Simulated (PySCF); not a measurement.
**C2HCl2Si (SMILES C#C[Si](Cl)Cl) at UB3LYP/cc-pVDZ**

Aim: the energy change on altering one bond length of C2HCl2Si at UB3LYP/cc-pVDZ, from 2 runs. Input form: a Python script.

The results are computed with PySCF 2.14.0.

1 further run of the same task is left out (set aside as unsound or not needed).

## Step 1: Starting point

C2HCl2Si: 6 atoms, total charge 0, spin state doublet. SMILES: `C#C[Si](Cl)Cl`. Geometry: relaxed at PBE0-D4/def2-TZVP.

Bond lengths: C1–C2 1.208 Å, C2–Si3 1.804 Å, Si3–Cl4 2.043 Å, Si3–Cl5 2.043 Å, C1–H6 1.066 Å. Angles: C1–C2–Si3 172.9°, C2–Si3–Cl4 109.7°, C2–Si3–Cl5 109.7°, Cl4–Si3–Cl5 110.2°, C2–C1–H6 179.0°.

## Step 2: The energy at UB3LYP/cc-pVDZ

The input, job.py:

```python
from pyscf import gto, dft

mol = gto.M(
    atom=[
    ('C', (1.324500, 0.483500, 1.111500)),
    ('C', (0.521500, 0.095400, 0.297200)),
    ('Si', (-0.504400, -0.583800, -1.021800)),
    ('Cl', (-1.914000, -1.830600, -0.226100)),
    ('Cl', (-1.406000, 0.937000, -2.046300)),
    ('H', (2.020400, 0.834500, 1.839400)),
],
    basis='cc-pvdz',
    charge=0,
    spin=1,
    max_memory=1860,
    verbose=4,
)

myscf = dft.UKS(mol, xc='b3lyp')
myscf.grids.level = 5
myscf.conv_tol = 1e-10
myscf.kernel()
if not myscf.converged:
    myscf = myscf.newton().run(myscf.mo_coeff, myscf.mo_occ)

energy = myscf.e_tot
print('E(%s) = %.9f' % ('B3LYP', energy))
```

Run with:

```
$ OMP_NUM_THREADS=1 python job.py
```

Log:

```text
PySCF version 2.14.0

[INPUT] num. atoms = 6
[INPUT] num. electrons = 61
[INPUT] charge = 0
[INPUT] spin (= nelec alpha-beta = 2S) = 1
[INPUT] symmetry False subgroup None
[INPUT] Mole.unit = angstrom
[INPUT] Symbol           X                Y                Z      unit          X                Y                Z       unit  Magmom
[INPUT]  1 C      1.324500000000   0.483500000000   1.111500000000 AA    2.502942251986   0.913682581227   2.100430587454 Bohr   0.0
[INPUT]  2 C      0.521500000000   0.095400000000   0.297200000000 AA    0.985492173961   0.180279872284   0.561626604221 Bohr   0.0
[INPUT]  3 Si    -0.504400000000  -0.583800000000  -1.021800000000 AA   -0.953177857231  -1.103222111521  -1.930922154081 Bohr   0.0
[INPUT]  4 Cl    -1.914000000000  -1.830600000000  -0.226100000000 AA   -3.616935802418  -3.459332643629  -0.427267076764 Bohr   0.0
[INPUT]  5 Cl    -1.406000000000   0.937000000000  -2.046300000000 AA   -2.656954931138   1.770673378717  -3.866946568697 Bohr   0.0
[INPUT]  6 H      2.020400000000   0.834500000000   1.839400000000 AA    3.818002662071   1.576976450950   3.475962233525 Bohr   0.0

nuclear repulsion = 293.774262189528
number of shells = 28
number of NR pGTOs = 182
number of NR cGTOs = 87
basis = cc-pvdz
ecp = {}

******** <class 'pyscf.dft.uks.UKS'> ********
method = UKS
initial guess = minao
damping factor = 0
level_shift factor = 0
DIIS = <class 'pyscf.scf.diis.CDIIS'>
diis_start_cycle = 1
diis_space = 8
diis_damp = 0
SCF conv_tol = 1e-10
SCF conv_tol_grad = None
SCF max_cycles = 50
direct_scf = True
direct_scf_tol = 1e-13
number electrons alpha = 31  beta = 30
XC library pyscf.dft.libxc version 7.0.0
    S. Lehtola, C. Steigemann, M. J.T. Oliveira, and M. A.L. Marques.,  SoftwareX 7, 1–5 (2018)
XC functionals = b3lyp
    P. J. Stephens, F. J. Devlin, C. F. Chabalowski, and M. J. Frisch.,  J. Phys. Chem. 98, 11623 (1994)
radial grids:
    Treutler-Ahlrichs [JCP 102, 346 (1995); DOI:10.1063/1.469408] (M4) radial grids

becke partition: Becke, JCP 88, 2547 (1988); DOI:10.1063/1.454033
pruning grids: <function nwchem_prune>
grids dens level: 5
symmetrized grids: False
atomic radii adjust function: <function treutler_atomic_radii_adjust>
small_rho_cutoff = 0
Set gradient conv threshold to 1e-05
tot grids = 239144
init E= -1287.32656754741
[... the frontier-level lines of each cycle are left out ...]

cycle= 1 E= -1286.6836181349  delta_E= 0.643  |g|= 0.322  |ddm|=  1.9
cycle= 2 E= -1286.64721125763  delta_E= 0.0364  |g|= 0.406  |ddm|= 0.751
cycle= 3 E= -1286.74770232865  delta_E= -0.1  |g|= 0.0471  |ddm|= 0.401
cycle= 4 E= -1286.74803345025  delta_E= -0.000331  |g|= 0.0448  |ddm|= 0.0703
cycle= 5 E= -1286.7490643137  delta_E= -0.00103  |g|= 0.00979  |ddm|= 0.037
cycle= 6 E= -1286.74912101448  delta_E= -5.67e-05  |g|= 0.00144  |ddm|= 0.0107
cycle= 7 E= -1286.74912278751  delta_E= -1.77e-06  |g|= 0.000833  |ddm|= 0.00313
cycle= 8 E= -1286.74912338184  delta_E= -5.94e-07  |g|= 0.000216  |ddm|= 0.00126
cycle= 9 E= -1286.74912347394  delta_E= -9.21e-08  |g|= 9.61e-05  |ddm|= 0.000501
cycle= 10 E= -1286.74912350866  delta_E= -3.47e-08  |g|= 5.31e-05  |ddm|= 0.000348
cycle= 11 E= -1286.74912351825  delta_E= -9.59e-09  |g|= 1.95e-05  |ddm|= 0.000208
cycle= 12 E= -1286.74912351962  delta_E= -1.37e-09  |g|= 7.96e-06  |ddm|= 9.1e-05
cycle= 13 E= -1286.7491235197  delta_E= -8.73e-11  |g|= 3.32e-06  |ddm|= 2.35e-05
Extra cycle  E= -1286.74912351971  delta_E= -1.36e-12  |g|= 5.88e-06  |ddm|= 7.22e-06
converged SCF energy = -1286.74912351971  <S^2> = 0.75260926  2S+1 = 2.0026076
E(B3LYP) = -1286.749123520
```

Run time: 42 s. Hardware: 1 thread of Arm Neoverse V1, shared host; peak memory 0.48 GiB.

## Step 3: The distorted shape, same level

The input, input.py:

```python
from pyscf import gto, dft

system = gto.Mole()
system.atom = '''
C      1.632278     0.687265     1.507210
C      0.829278     0.299165     0.692910
Si    -0.504400    -0.583800    -1.021800
Cl    -1.914000    -1.830600    -0.226100
Cl    -1.406000     0.937000    -2.046300
H      2.328178     1.038265     2.235110
'''
system.verbose = 4
system.spin = 1
system.max_memory = 1860
system.basis = 'cc-pvdz'
system.build()

mf = dft.UKS(system, xc='b3lyp')
mf.grids.level = 5
mf.conv_tol = 1e-10
mf.kernel()
if not mf.converged:
    mf = mf.newton().run(mf.mo_coeff, mf.mo_occ)

e_tot = mf.e_tot
print(f'total energy: {e_tot:.8f} hartree')
```

Run with:

```
$ OMP_NUM_THREADS=1 python input.py
```

Log:

```text
PySCF version 2.14.0

[INPUT] num. atoms = 6
[INPUT] num. electrons = 61
[INPUT] charge = 0
[INPUT] spin (= nelec alpha-beta = 2S) = 1
[INPUT] symmetry False subgroup None
[INPUT] Mole.unit = angstrom
[INPUT] Symbol           X                Y                Z      unit          X                Y                Z       unit  Magmom
[INPUT]  1 C      1.632278000000   0.687265000000   1.507210000000 AA    3.084558379153   1.298742624999   2.848214112206 Bohr   0.0
[INPUT]  2 C      0.829278000000   0.299165000000   0.692910000000 AA    1.567108301127   0.565339916056   1.309410128972 Bohr   0.0
[INPUT]  3 Si    -0.504400000000  -0.583800000000  -1.021800000000 AA   -0.953177857231  -1.103222111521  -1.930922154081 Bohr   0.0
[INPUT]  4 Cl    -1.914000000000  -1.830600000000  -0.226100000000 AA   -3.616935802418  -3.459332643629  -0.427267076764 Bohr   0.0
[INPUT]  5 Cl    -1.406000000000   0.937000000000  -2.046300000000 AA   -2.656954931138   1.770673378717  -3.866946568697 Bohr   0.0
[INPUT]  6 H      2.328178000000   1.038265000000   2.235110000000 AA    4.399618789238   1.962036494722   4.223745758277 Bohr   0.0

nuclear repulsion = 278.428947148911
number of shells = 28
number of NR pGTOs = 182
number of NR cGTOs = 87
basis = cc-pvdz
ecp = {}

******** <class 'pyscf.dft.uks.UKS'> ********
method = UKS
initial guess = minao
damping factor = 0
level_shift factor = 0
DIIS = <class 'pyscf.scf.diis.CDIIS'>
diis_start_cycle = 1
diis_space = 8
diis_damp = 0
SCF conv_tol = 1e-10
SCF conv_tol_grad = None
SCF max_cycles = 50
direct_scf = True
direct_scf_tol = 1e-13
number electrons alpha = 31  beta = 30
XC library pyscf.dft.libxc version 7.0.0
    S. Lehtola, C. Steigemann, M. J.T. Oliveira, and M. A.L. Marques.,  SoftwareX 7, 1–5 (2018)
XC functionals = b3lyp
    P. J. Stephens, F. J. Devlin, C. F. Chabalowski, and M. J. Frisch.,  J. Phys. Chem. 98, 11623 (1994)
radial grids:
    Treutler-Ahlrichs [JCP 102, 346 (1995); DOI:10.1063/1.469408] (M4) radial grids

becke partition: Becke, JCP 88, 2547 (1988); DOI:10.1063/1.454033
pruning grids: <function nwchem_prune>
grids dens level: 5
symmetrized grids: False
atomic radii adjust function: <function treutler_atomic_radii_adjust>
small_rho_cutoff = 0
Set gradient conv threshold to 1e-05
tot grids = 239144
init E= -1287.08937302679
[... the frontier-level lines of each cycle are left out ...]

cycle= 1 E= -1286.60224990488  delta_E= 0.487  |g|= 0.373  |ddm|= 1.84
cycle= 2 E= -1286.15355237048  delta_E= 0.449  |g|= 0.817  |ddm|= 1.37
cycle= 3 E= -1286.68577950521  delta_E= -0.532  |g|= 0.133  |ddm|= 1.11
cycle= 4 E= -1286.69901787617  delta_E= -0.0132  |g|= 0.0501  |ddm|= 0.203
cycle= 5 E= -1286.69992377607  delta_E= -0.000906  |g|= 0.0394  |ddm|= 0.0807
cycle= 6 E= -1286.70066747895  delta_E= -0.000744  |g|= 0.0127  |ddm|= 0.0376
cycle= 7 E= -1286.70077379899  delta_E= -0.000106  |g|= 0.00356  |ddm|= 0.016
cycle= 8 E= -1286.70078653294  delta_E= -1.27e-05  |g|= 0.001  |ddm|= 0.0061
cycle= 9 E= -1286.70078846569  delta_E= -1.93e-06  |g|= 0.000383  |ddm|= 0.00247
cycle= 10 E= -1286.70078903905  delta_E= -5.73e-07  |g|= 0.000203  |ddm|= 0.00144
cycle= 11 E= -1286.70078924029  delta_E= -2.01e-07  |g|= 9.62e-05  |ddm|= 0.00105
cycle= 12 E= -1286.70078926926  delta_E= -2.9e-08  |g|= 5.34e-05  |ddm|= 0.000387
cycle= 13 E= -1286.70078927356  delta_E= -4.3e-09  |g|= 2.79e-05  |ddm|= 0.00014
cycle= 14 E= -1286.70078927471  delta_E= -1.15e-09  |g|= 1.14e-05  |ddm|= 6.63e-05
cycle= 15 E= -1286.70078927486  delta_E= -1.49e-10  |g|= 7.13e-06  |ddm|= 2.57e-05
cycle= 16 E= -1286.70078927488  delta_E= -2.27e-11  |g|= 6.44e-06  |ddm|= 1.17e-05
Extra cycle  E= -1286.70078927477  delta_E= 1.09e-10  |g|= 1.56e-05  |ddm|= 1.78e-05
converged SCF energy = -1286.70078927477  <S^2> = 0.75420429  2S+1 = 2.0041999
total energy: -1286.70078927 hartree
```

Run time: 50 s. Hardware: 1 thread of Arm Neoverse V1, shared host; peak memory 0.47 GiB.

## Step 4: Summary of results

Level: UB3LYP/cc-pVDZ.

| quantity | value |
| --- | --- |
| first shape: total energy | -1286.74912 Eh |
| first shape: dipole moment | 1.89 D |
| first shape: HOMO energy (highest over α and β) | -6.30 eV |
| first shape: LUMO energy (lowest over α and β) | -3.43 eV |
| first shape: ⟨S²⟩ | 0.753 |
| distorted shape: total energy | -1286.70079 Eh |
| distorted shape: dipole moment | 0.97 D |
| distorted shape: HOMO energy (highest over α and β) | -7.03 eV |
| distorted shape: LUMO energy (lowest over α and β) | -4.29 eV |
| distorted shape: ⟨S²⟩ | 0.754 |
| energy change with the C2–Si3 bond stretched from 1.804 to 2.345 Å | 1.315 eV |

In words: With the C2–Si3 bond stretched from 1.804 to 2.345 Å the energy rises by 1.32 eV (127 kJ/mol). The first shape isn't relaxed at this level, so the change isn't measured from a minimum. Mulliken charges (first shape) run from -0.17 on Cl5 to +0.40 on Si3. Mulliken charges (distorted shape) run from -0.15 on C2 to +0.55 on Si3.
